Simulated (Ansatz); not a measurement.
# AlF2H3O: the cost of one run

All numbers below are computed with Ansatz 0.2.0 (RKS CAM-B3LYP-D4/def2-SVP).

## (1) The system as given

Bond lengths: Al1–O2 2.130 Å, O2–H3 1.010 Å, Al1–F4 1.690 Å, Al1–F5 1.690 Å. Angles: Al1–O2–H3 109.5°, O2–Al1–F4 120.0°, O2–Al1–F5 120.0°, F4–Al1–F5 120.0°.

Structure file:

```xyz
7

Al    0.0000    0.0000    0.0000
O     0.0000    0.0000    2.1300
H    -0.9095   -0.2814    2.4671
F     1.4635    0.0000   -0.8450
F    -1.4635    0.0000   -0.8450
H     0.0834    1.7631    0.5865
H     0.0646    1.3656    1.5323
```

## (2) Pulling towards end A

Springs on the bonds that form and break draw the guess towards this end; the thresholds are loose.

The input, input.yaml:

```yaml
crystal:
  periodic: [false, false, false]
  atoms:
    - { symbol: Al, position_ang: [0.0, 0.0, 0.0] }
    - { symbol: O, position_ang: [0.0, 0.0, 2.13] }
    - { symbol: H, position_ang: [-0.9095, -0.2814, 2.4671] }
    - { symbol: F, position_ang: [1.4635, 0.0, -0.845] }
    - { symbol: F, position_ang: [-1.4635, 0.0, -0.845] }
    - { symbol: H, position_ang: [0.0834, 1.7631, 0.5865] }
    - { symbol: H, position_ang: [0.0646, 1.3656, 1.5323] }
basis:
  gaussian: { orbitals: def2-SVP }
hamiltonian:
  xc: cam_b3lyp
  dispersion: d4
relax:
  f_tol: 0.15
  max_steps: 25
  restrain:
    - { distance: [0, 5], at: 2.76, k: 30.0 }
    - { distance: [6, 1], at: 2.21, k: 30.0 }
    - { distance: [0, 1], at: 1.78, k: 30.0 }
    - { distance: [6, 5], at: 0.66, k: 30.0 }
```

The run is started by

```bash
> ansatz run input.yaml --threads 2 --pin off --max-ram 3072MiB --backend cpu --events-out ev --progress --plain --runs-dir out
```

**Question.** How long does this run take on 2 threads of Arm Neoverse V1, shared host, and how much memory does it need?

About 13 s, with a peak of 0.15 GiB.
